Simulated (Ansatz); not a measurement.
**In11As10 wurtzite off sphere (In11As10H28−): geometry, orbitals and charge**

What does In11As10 wurtzite off sphere (In11As10H28−) look like as a singlet, and where do its frontier electrons sit?

Program: Ansatz 0.2.0, Gaussian basis. Level of theory: RKS PBE0-D4/def2-TZVP. These are calculated values, not measurements.

Plan: relaxation at PBE-D4/def2-SVP; a single point at PBE0-D4/def2-TZVP.

2 further runs of the same task are left out: 1 for a known fault of the program, 1 set aside as unsound or not needed. Runs told in other sessions of the task aren't counted.

## (1) Where the work starts

49 atoms, charge -1, spin multiplicity 1.

Atoms are counted from 1 here; the program's logs count them from 0.

Bond lengths: In1–As2 2.626 Å, In1–As5 2.614 Å, In1–H22 1.766 Å, In1–H23 1.749 Å, As2–In7 2.606 Å, As2–H24 1.495 Å, As2–H25 1.526 Å, In3–As4 2.609 Å, In3–As5 2.611 Å, In3–As14 2.625 Å, In3–H26 1.763 Å, As4–In9 2.594 Å, As4–H27 1.529 Å, As4–H28 1.546 Å, As5–In6 2.610 Å, As5–In15 2.629 Å, In6–As8 2.644 Å, In6–As10 2.624 Å and more. Angles: As2–In1–As5 109.8°, As2–In1–H22 109.1°, As2–In1–H23 110.9°, As5–In1–H22 108.8°, As5–In1–H23 109.2°, H22–In1–H23 109.0°, In1–As2–In7 109.5°, In1–As2–H24 109.8°, In1–As2–H25 108.8°, In7–As2–H24 109.9°, In7–As2–H25 109.4°, H24–As2–H25 109.4°, As4–In3–As5 109.6°, As4–In3–As14 109.8°, As4–In3–H26 109.7°, As5–In3–As14 110.0°, As5–In3–H26 109.9°, As14–In3–H26 107.8° and more.

In takes a core potential in the def2 sets. No spin-orbit coupling is included. The ion is computed in the gas phase, without counter-ions or solvent.

The start is a built from a lattice or polyhedron geometry.

## (2) Optimising with PBE-D4/def2-SVP

File in.yaml:

```yaml
crystal:
  periodic: [false, false, false]
  atoms:
    - {symbol: In, position_ang: [0.442400, -4.586500, 0.046600]}
    - {symbol: As, position_ang: [0.417700, -4.585200, 2.672400]}
    - {symbol: In, position_ang: [0.429200, -2.116100, -3.451600]}
    - {symbol: As, position_ang: [-1.700900, -0.887400, -4.323500]}
    - {symbol: As, position_ang: [0.426200, -2.127200, -0.840200]}
    - {symbol: In, position_ang: [-1.696300, -0.887200, 0.037300]}
    - {symbol: In, position_ang: [0.425500, -2.128600, 3.540600]}
    - {symbol: As, position_ang: [-1.709400, -0.868400, 2.680800]}
    - {symbol: In, position_ang: [-1.745900, 1.557900, -3.459700]}
    - {symbol: As, position_ang: [-1.711600, 1.589400, -0.829700]}
    - {symbol: In, position_ang: [-3.816000, 2.806500, 0.036000]}
    - {symbol: In, position_ang: [-1.674600, 1.595900, 3.550400]}
    - {symbol: As, position_ang: [-3.855500, 2.798500, 2.668300]}
    - {symbol: As, position_ang: [2.581400, -0.906200, -4.342000]}
    - {symbol: In, position_ang: [2.578700, -0.902000, 0.040200]}
    - {symbol: As, position_ang: [2.581200, -0.887300, 2.658200]}
    - {symbol: In, position_ang: [2.588700, 1.599600, -3.452200]}
    - {symbol: As, position_ang: [2.567500, 1.597200, -0.840500]}
    - {symbol: In, position_ang: [0.450400, 2.807100, 0.055400]}
    - {symbol: In, position_ang: [2.579500, 1.567500, 3.535700]}
    - {symbol: As, position_ang: [0.438100, 2.827300, 2.651000]}
    - {symbol: H, position_ang: [-1.000100, -5.416000, -0.545300]}
    - {symbol: H, position_ang: [1.861500, -5.407600, -0.563000]}
    - {symbol: H, position_ang: [-0.800000, -5.296900, 3.167900]}
    - {symbol: H, position_ang: [1.666200, -5.304000, 3.176200]}
    - {symbol: H, position_ang: [0.450700, -3.770500, -4.059300]}
    - {symbol: H, position_ang: [-2.948000, -1.611000, -3.813400]}
    - {symbol: H, position_ang: [-1.702400, -0.912300, -5.869700]}
    - {symbol: H, position_ang: [-3.112700, -1.697800, -0.547900]}
    - {symbol: H, position_ang: [0.437200, -2.118100, 5.287500]}
    - {symbol: H, position_ang: [-2.933200, -1.600500, 3.171000]}
    - {symbol: H, position_ang: [-3.129900, 2.422300, -4.070800]}
    - {symbol: H, position_ang: [-0.286700, 2.406900, -4.058400]}
    - {symbol: H, position_ang: [-5.263500, 1.993200, -0.525400]}
    - {symbol: H, position_ang: [-3.849700, 4.473700, -0.520000]}
    - {symbol: H, position_ang: [-1.699500, 1.573000, 5.257700]}
    - {symbol: H, position_ang: [-5.062600, 2.105000, 3.162100]}
    - {symbol: H, position_ang: [-3.845700, 4.253400, 3.185200]}
    - {symbol: H, position_ang: [2.580300, -0.887600, -5.862500]}
    - {symbol: H, position_ang: [3.827900, -1.619800, -3.815100]}
    - {symbol: H, position_ang: [4.023300, -1.730900, -0.575300]}
    - {symbol: H, position_ang: [3.830100, -1.566100, 3.157400]}
    - {symbol: H, position_ang: [1.140300, 2.415300, -4.049700]}
    - {symbol: H, position_ang: [3.992900, 2.401200, -4.029100]}
    - {symbol: H, position_ang: [3.814800, 2.306900, -0.329000]}
    - {symbol: H, position_ang: [0.424600, 4.458900, -0.552600]}
    - {symbol: H, position_ang: [2.579900, 1.569300, 5.264000]}
    - {symbol: H, position_ang: [4.022300, 2.405600, 2.959600]}
    - {symbol: H, position_ang: [0.444900, 4.249900, 3.169000]}
basis:
  gaussian: {orbitals: def2-SVP, fitting: {mean_field: def2-universal-jkfit}}
total_charge: -1
hamiltonian: {xc: pbe, dispersion: d4}
scf: {lower_state_search: "off"}
output: {orbitals: {seedname: orbitals}}
relax: {f_tol: 0.03, max_steps: 70}
```

On the command line:

```
> ansatz run in.yaml --threads 11 --pin off --events-out ev --progress --plain --max-ram 174080MiB --backend cuda --devices 0, --max-vram 75GiB
```

After this run come: Single point, PBE0-D4/def2-TZVP.

Q: Predict the results of all the runs planned. Wanted: point group; commonest bond, hydrogen aside; HOMO, LUMO at PBE0-D4/def2-TZVP.

The runs gave:

| quantity | value |
| --- | --- |
| point group | C1 |
| commonest bond, hydrogen aside | As–In, 28 of mean length 2.693 Å |
| HOMO, LUMO at PBE0-D4/def2-TZVP | -4.12, 0.68 eV |

What this shows: The molecule keeps its bonding pattern by the stored test; the atoms moved 0.38 Å (rms), and the angle In3–As14–In17 went from 109° to 132°. No usable vibrations, so a minimum isn't proven. The HOMO lies nearest to As10 22 %; As5 17 % and the LUMO to In6 9 %. Whether this spin is the lowest isn't tested here. The point group is read from a loosely relaxed geometry; soft torsions can leave it below the true symmetry.
